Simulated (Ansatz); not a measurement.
# ZrF+ (singlet): the correlation ladder, def2-TZVPP

An exercise on one series of results from a longer session: the logs are not shown, and one member is left open.

Method: def2-TZVPP, core rule «outside noble gas», up to 5 orbitals frozen; program: Ansatz 0.2.0, Gaussian basis.

Plan: UHF; CCSD(T) on RHF; CCSD(T) on UHF; CCSDT(Q) on RHF; CCSDT(Q) on UHF.

5 further runs of the same task are left out: 4 for a known fault of the program, 1 set aside as unsound or not needed.

## The system

The geometry is a PBE0/def2-TZVP stationary point (not a proven minimum). No spin-orbit coupling is included. Elements past krypton take def2 core potentials.

2 atoms, charge 1, spin multiplicity 1.

Atoms are counted from 1 here; the program's logs count them from 0.

Bond lengths: Zr1–F2 1.828 Å.

Set-up of the first run:

in.yaml

```yaml
crystal:
  periodic: [false, false, false]
  atoms:
    - {symbol: Zr, position_ang: [0.000000, 0.000000, 0.000000]}
    - {symbol: F, position_ang: [0.000000, 0.000000, 1.828200]}
basis:
  gaussian: {orbitals: def2-TZVPP}
total_charge: 1
magnetization: {spin_polarized: true, initial_magnetization: 0}
hamiltonian: {xc: hf}
output: {orbitals: {seedname: orbitals}}
```

Launch:

```
ansatz run in.yaml --threads 1 --pin off --events-out ev --progress --plain --max-ram 4096MiB --backend cpu
```

Steps of the session up to this table: UHF; CCSD(T) on RHF; CCSD(T) on UHF; CCSDT(Q) on RHF; CCSDT(Q) on UHF.

One table of the session follows, with a row left open; its other results are not shown here.

```
   method  from RCCSDT(Q) (kJ/mol)
      RHF                   +873.6
      UHF                   +794.8
     RMP2                    +65.2
     UMP2                     +4.1
    RCCSD                    +46.9
    UCCSD                     -4.2
 RCCSD(T)                    +11.1
 UCCSD(T)                    -37.8
   RCCSDT                        ?
   UCCSDT                    -39.1
RCCSDT(Q)                        0
UCCSDT(Q)                    -41.8
```

**Question.** Estimate the row for RCCSDT.

As computed: from RCCSDT(Q) (kJ/mol): +7.9. In the column «from RCCSDT(Q) (kJ/mol)» it lies between UMP2 (+4.1) and RCCSD(T) (+11.1).

The program flags UCCSD(T), UCCSDT(Q) as in doubt (see the logs), so those rows may rest on another solution; read them beside their warnings.

To keep in mind: The determinant is far from a pure spin state, so its energy mixes those of several spin states (harmless only where they are near-degenerate, as at dissociation). The program flags UCCSD(T), UCCSDT(Q) as in doubt, so those rows may rest on another solution; read them beside their warnings. Warnings: restricted reference is unstable; spin contamination. Restricted and unrestricted rows rest on different reference determinants; where their highest levels disagree by more than a few hundredths of an eV, they describe different states and don't form one ladder.
